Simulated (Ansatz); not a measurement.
Working through a single point of RbBH₄, space group F-43m

Program: Ansatz 0.2.0, Python API.

The cells in order, each with its output:

```python
from pathlib import Path
import warnings

import ansatz as az
import numpy as np
from pymatgen.core import Structure

warnings.simplefilter('ignore', az.DeckWarning)
```

```python
vectors = np.array([
    [0.0, 3.45324022, 3.45324022],
    [3.45324022, 0.0, 3.45324022],
    [3.45324022, 3.45324022, 0.0],
])
xtal = (
    az.Lattice.of(vectors)
    .atom('Rb', (0.0, 0.0, 0.0))
    .atom('B', (0.5, 0.5, 0.5))
    .atom('H', (0.6024152, 0.6024152, 0.6024152))
    .atom('H', (0.1927544, 0.6024152, 0.6024152))
    .atom('H', (0.6024152, 0.6024152, 0.1927544))
    .atom('H', (0.6024152, 0.1927544, 0.6024152))
)
```

```python
# the calculation
calc = (
    xtal.calculation()
    .basis(510)  # a bare number is in eV
    .functional('PBEsol', dispersion='D3(BJ)')
    .kpoints(4, 4, 4)  # the mesh must be finer for metals
    .occupations('fixed')  # whole-number filling, right only where there is a gap
    .forces()
    .potential_components()
    .band_table()
)
planned = calc.session().plan(threads=1)
facts = planned.describe()
print('plan:', facts['n_bands'], 'bands,', len(facts['kpoints_frac']), 'k-points, plane waves', facts['n_pw_range'], 'grid', facts['fft_dense'])
out = planned.execute()
rep = out.report
```

    plan: 14 bands, 8 k-points, plane waves [2109, 2180] grid [36, 36, 36]

```python
rep['kweights']
```

    [0.015625, 0.125, 0.0625, 0.09375, 0.375, 0.1875, 0.046875, 0.09375]

```python
[(site.symbol, site.position_frac.round(4).tolist()) for site in out.lattice.sites]
```

    [(<Element.RB: 'Rb'>, [0.0, 0.0, 0.0]), (<Element.B: 'B'>, [0.5, 0.5, 0.5]),
     (<Element.H: 'H'>, [0.6024, 0.6024, 0.6024]), (<Element.H: 'H'>, [0.1928, 0.6024, 0.6024]),
     (<Element.H: 'H'>, [0.6024, 0.6024, 0.1928]), (<Element.H: 'H'>, [0.6024, 0.1928, 0.6024])]

```python
n_atoms = len(rep['lattice']['sites'])
print('F =', round(rep['free_energy_ev'], 4), 'eV for', n_atoms, 'atoms')
print('E(sigma -> 0) =', round(rep['energy_sigma0_ev'], 4), 'eV, TS =', round(rep['entropy_ts_ev'], 5), 'eV')
print('closed by', rep['closed_by'], 'after', rep['n_iterations'], 'iterations')
```

    F = -3434.9139 eV for 6 atoms
    E(sigma -> 0) = -3434.9139 eV, TS = 0.0 eV
    closed by deck_thresholds after 7 iterations

```python
final = Structure(out.lattice.cell_ang, [s.symbol for s in out.lattice.sites], [s.position_frac for s in out.lattice.sites])
# count neighbours out to a fixed multiple of the shortest distance
for index, (site, neighbours) in enumerate(zip(final, final.get_all_neighbors(5.5))):
    first = min(n.nn_distance for n in neighbours)
    shell = [n for n in neighbours if n.nn_distance < 1.2 * first]
    mean = sum(n.nn_distance for n in shell) / len(shell)
    print(f'atom {index} {site.specie.symbol}: {len(shell)} neighbours within 1.2 of the shortest distance, mean {mean:.3f} A')
```

    atom 0 Rb: 18 neighbours within 1.2 of the shortest distance, mean 3.099 A
    atom 1 B: 4 neighbours within 1.2 of the shortest distance, mean 1.225 A
    atom 2 H: 1 neighbours within 1.2 of the shortest distance, mean 1.225 A
    atom 3 H: 1 neighbours within 1.2 of the shortest distance, mean 1.225 A
    atom 4 H: 1 neighbours within 1.2 of the shortest distance, mean 1.225 A
    atom 5 H: 1 neighbours within 1.2 of the shortest distance, mean 1.225 A

```python
# accept the result only where the loop met its thresholds and nothing is doubted
problems = list(rep['published_state_doubts'])
if not rep['converged'] or rep.get('closed_by') != 'deck_thresholds':
    problems.append('loop closed by ' + str(rep.get('closed_by')))
print('accepted' if not problems else f'check before use: {problems}')
```

    accepted

```python
# forces in eV per angstrom
forces = np.array(rep['forces_ev_ang'])
norms = np.linalg.norm(forces, axis=1)
print('largest force {:.4f} eV/A on atom {}'.format(norms.max(), norms.argmax()))
print(np.array2string(forces, precision=4, suppress_small=True))
```

    largest force 0.1963 eV/A on atom 3
    [[ 0.     -0.      0.    ]
     [ 0.     -0.      0.    ]
     [ 0.1133  0.1133  0.1133]
     [ 0.1133 -0.1133 -0.1133]
     [-0.1133 -0.1133  0.1133]
     [-0.1133  0.1133 -0.1133]]

```python
folder = Path(out.write_results('parts'))
text = (folder / 'v_comp_z.tsv').read_text().splitlines()
rows = np.array([line.split() for line in text if not line.startswith('#')], dtype=float)
print(text[0])
print(np.array2string(rows[:: max(len(rows) // 12, 1)], precision=3, suppress_small=True))
```

    # z_ang	v_loc[eV]	v_h[eV]	v_xc[eV]
    [[ 0.    -9.93   4.241 -7.879]
     [ 0.407 -6.446  3.167 -7.769]
     [ 0.814  0.025  0.586 -7.231]
     [ 1.221  5.48  -2.231 -6.514]
     [ 1.628  8.041 -3.846 -6.176]
     [ 2.035  6.512 -3.722 -6.701]
     [ 2.442  3.534 -2.296 -7.746]
     [ 2.849  0.614 -0.803 -8.385]
     [ 3.256  2.766 -0.37  -8.155]
     [ 3.663  3.614  0.077 -7.596]
     [ 4.07   0.102  1.653 -7.485]
     [ 4.477 -6.456  3.543 -7.685]]

```python
# direct or indirect, as far as the mesh can tell
levels = np.array(rep['eigenvalues_ev'])
filled = round(rep['n_electrons'] / 2)
top, bottom = levels[:, filled - 1], levels[:, filled]
print('top of band', filled, 'at k =', rep['kpoints_frac'][top.argmax()], f'{top.max():.4f} eV')
print('bottom of band', filled + 1, 'at k =', rep['kpoints_frac'][bottom.argmin()], f'{bottom.min():.4f} eV')
print(f'gap by band count {bottom.min() - top.max():.3f} eV, least direct gap {(bottom - top).min():.3f} eV')
```

    top of band 8 at k = [0.0, 0.0, 0.0] -0.8964 eV
    bottom of band 9 at k = [0.0, -0.5, -0.5] 5.0088 eV
    gap by band count 5.905 eV, least direct gap 6.014 eV

Notes:
- Absolute energies stand on the zero of these potentials, so only differences at equal settings mean something. A total without «per atom» is that of the cell as typed.
- Semilocal gaps usually lie well under measured ones.
- This cell is a computed structure, which may not be the phase found in nature.
- Gaps and levels are Kohn-Sham values on a finite set of k-points, without spin-orbit coupling.
- Timing: 1.8 s on 1 thread of Arm Neoverse V2 (shared host), peak memory 0.39 GiB.

(Lines on the test bed's own set-up are left out of the output.)
